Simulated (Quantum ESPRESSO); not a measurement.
Here is a Quantum ESPRESSO 7.5 calculation.

The input scf.in:

```
&CONTROL
  calculation = 'scf'
  prefix = 'pwscf'
  outdir = './tmp'
  pseudo_dir = './pseudo'
/
&SYSTEM
  ibrav = 0
  nat = 7
  ntyp = 4
  ecutwfc = 84
  nbnd = 31
  occupations = 'smearing'
  smearing = 'fd'
  degauss = 0.00367493
  force_symmorphic = .true.
/
&ELECTRONS
  conv_thr = 1.4d-09
  electron_maxstep = 120
  mixing_beta = 0.5
/
ATOMIC_SPECIES
H      1.0080 H.upf
Pb   207.2000 Pb.upf
N     14.0070 N.upf
O     15.9990 O.upf
CELL_PARAMETERS angstrom
   3.8540400000    0.1438400000    0.0901200000
  -0.2532000000    5.5269800000    0.1647100000
  -0.4819700000   -1.9272000000    5.7202500000
ATOMIC_POSITIONS angstrom
H     -0.0083019119    2.5983070396    3.2334986709
Pb     2.1473190376    2.6778257782    1.0046154665
N      2.8237417361    3.6046166054    5.7249187508
O     -0.4057324892   -0.9417393002    5.0623370677
O      2.7255998526   -0.0852419142    0.8024958073
O     -0.5912183555    2.3982197352    5.1008717515
O      0.1279964581    2.5703713400    2.2621925003
K_POINTS automatic
8 6 6 0 0 0
```

Contents of nscf.in:

```
&CONTROL
  calculation = 'nscf'
  prefix = 'pwscf'
  outdir = './tmp'
  pseudo_dir = './pseudo'
/
&SYSTEM
  ibrav = 0
  nat = 7
  ntyp = 4
  ecutwfc = 84
  nbnd = 82
  occupations = 'fixed'
  force_symmorphic = .true.
/
&ELECTRONS
  conv_thr = 1d-08
  diago_full_acc = .true.
  diago_thr_init = 1d-06
/
ATOMIC_SPECIES
H      1.0080 H.upf
Pb   207.2000 Pb.upf
N     14.0070 N.upf
O     15.9990 O.upf
CELL_PARAMETERS angstrom
   3.8540400000    0.1438400000    0.0901200000
  -0.2532000000    5.5269800000    0.1647100000
  -0.4819700000   -1.9272000000    5.7202500000
ATOMIC_POSITIONS angstrom
H     -0.0083019119    2.5983070396    3.2334986709
Pb     2.1473190376    2.6778257782    1.0046154665
N      2.8237417361    3.6046166054    5.7249187508
O     -0.4057324892   -0.9417393002    5.0623370677
O      2.7255998526   -0.0852419142    0.8024958073
O     -0.5912183555    2.3982197352    5.1008717515
O      0.1279964581    2.5703713400    2.2621925003
K_POINTS automatic
4 4 2 0 0 0
```

Potentials or basis: PseudoDojo 0.4.1 SR PBE standard.

Launch:

```console
$ OMP_NUM_THREADS=1 pw.x -in scf.in > scf.out
$ OMP_NUM_THREADS=1 pw.x -in nscf.in > nscf.out
```

(1) Estimate the band gap on the k mesh, mean-field level.

## Answers

(1) 3.10 eV, indirect (least direct gap 3.16 eV).

Caveat: the k mesh is coarse (spacing up to 0.54 Å⁻¹), so the values aren't converged; spin-orbit coupling is left out, which as a rule narrows the gap of such compounds by several tenths of an eV.
